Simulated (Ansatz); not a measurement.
# AlH4NS2: a ladder of functionals and wavefunction methods

Aim: compute AlH4NS2 with functionals from several rungs and with coupled cluster, and see how far each lands from CCSD(T) at the basis-set limit for the atomisation energy.

The runs use Ansatz 0.2.0, Gaussian basis; functionals in def2-TZVPP, the program's frozen cores in correlated methods.

Levels to be run: LDA (SPW92), PBE-D4, revPBE-D4, BLYP-D4, r2SCAN-D4, B97M-V, PBE0-D4, B3LYP-D4, r2SCANh-D4, r2SCAN0-D4, HSE06-D4, BHLYP-D4, CAM-B3LYP-D4, LC-ωPBE, ωB97X-V, ωB97M-V, B2PLYP, PBE-QIDH; CCSD(T)/def2-SVP; CCSD(T)/def2-TZVPP; CCSD(T)/def2-QZVPP; extrapolation to the limit; RPA on PBE.

## 1. The geometry

The geometry comes from an earlier relaxation with PBE0-D4 in a triple-zeta def2 set; it is a stationary point, not always the lowest conformer.

SMILES `[NH2][Al]([SH])[SH]`, 8 atoms, charge 0, spin multiplicity 1.

Atoms are counted from 1 here; the program's logs count them from 0.

Bond lengths: N1–Al2 1.759 Å, N1–H5 1.006 Å, N1–H6 1.007 Å, Al2–S3 2.184 Å, Al2–S4 2.181 Å, S3–H7 1.344 Å, S4–H8 1.344 Å. Angles: Al2–N1–H5 125.4°, Al2–N1–H6 124.2°, H5–N1–H6 110.4°, N1–Al2–S3 122.1°, N1–Al2–S4 119.0°, S3–Al2–S4 118.9°, Al2–S3–H7 93.2°, Al2–S4–H8 92.7°.

## 2. LDA

This LDA is Slater exchange with PW92 correlation.

in.yaml

```yaml
crystal:
  periodic: [false, false, false]
  atoms:
    - {symbol: N, position_ang: [-0.554729, 1.413586, -0.090028]}
    - {symbol: Al, position_ang: [-0.072314, -0.276722, -0.015360]}
    - {symbol: S, position_ang: [2.015810, -0.878564, 0.205202]}
    - {symbol: S, position_ang: [-1.607170, -1.820899, -0.148275]}
    - {symbol: H, position_ang: [0.070145, 2.201068, -0.048999]}
    - {symbol: H, position_ang: [-1.506936, 1.726316, -0.187173]}
    - {symbol: H, position_ang: [2.456592, 0.390844, 0.249312]}
    - {symbol: H, position_ang: [-0.709299, -2.812830, -0.020480]}
basis:
  gaussian: {orbitals: def2-TZVPP}
hamiltonian: {xc: lda}
output: {orbitals: {seedname: orbitals}}
```

The run is started by

```console
$ ansatz run in.yaml --threads 2 --pin off --events-out ev --progress --plain --max-ram 32768MiB --backend cpu
```

Further steps of the session: PBE-D4 (GGA); revPBE-D4 (GGA); BLYP-D4 (GGA); r2SCAN-D4 (meta-GGA); B97M-V (meta-GGA); B3LYP-D4 (hybrid); r2SCANh-D4 (hybrid); r2SCAN0-D4 (hybrid); HSE06-D4 (hybrid); BHLYP-D4 (hybrid); CAM-B3LYP-D4 (range-separated); LC-ωPBE (range-separated); ωB97X-V (range-separated); ωB97M-V (range-separated); B2PLYP (double hybrid); PBE-QIDH (double hybrid); CCSD(T) in def2-SVP; CCSD(T) in def2-TZVPP; CCSD(T) in def2-QZVPP; RPA on PBE orbitals.

**Question.** What will the summary of the whole plan be? Wanted: atomisation energy, CCSD(T)/CBS; farthest beyond LDA; mean size of error, GGA; mean size of error, meta-GGA; mean size of error, hybrid; mean size of error, range-separated; mean size of error, double hybrid; gap, smallest and largest; T1 diagnostic.

The runs gave:

| quantity | value |
| --- | --- |
| atomisation energy, CCSD(T)/CBS | 2581.7 kJ/mol |
| functionals within 12.9 kJ/mol (0.5 %) | r2SCAN-D4, ωB97X-V, ωB97M-V |
| farthest beyond LDA | BHLYP-D4 (-93.7 kJ/mol) |
| mean size of error, GGA | 31.1 kJ/mol |
| mean size of error, meta-GGA | 11.7 kJ/mol |
| mean size of error, hybrid | 40.7 kJ/mol |
| mean size of error, range-separated | 21.1 kJ/mol |
| mean size of error, double hybrid | 50.9 kJ/mol |
| gap, smallest and largest | 4.96 eV (BLYP-D4), 12.06 eV (LC-ωPBE) |
| T1 diagnostic | 0.0107 |
| triples share of the correlation energy | 4.1 % |

LDA overbinds by 339.6 kJ/mol (13 %). PBE-D4 misses by +15.3 kJ/mol. Double hybrids carry the basis error of their MP2 part in triple zeta, and no dispersion term here, so their miss is partly the set-up's. By mean error the best rung here is meta-GGA (11.7 kJ/mol) and the worst beyond LDA is double hybrid (50.9 kJ/mol). Misses under about 12.9 kJ/mol are within the doubt on the reference itself, which lacks core-valence correlation, relativity and higher excitations. Hartree-Fock recovers 69 % of the binding; the rest is correlation. CCSD(T) in def2-SVP is off by -241.0 kJ/mol, more than most functionals: a good method in a small basis is no reference. The gap grows from 5.0 to 12.1 eV across the functionals, mostly with the share of exact exchange.
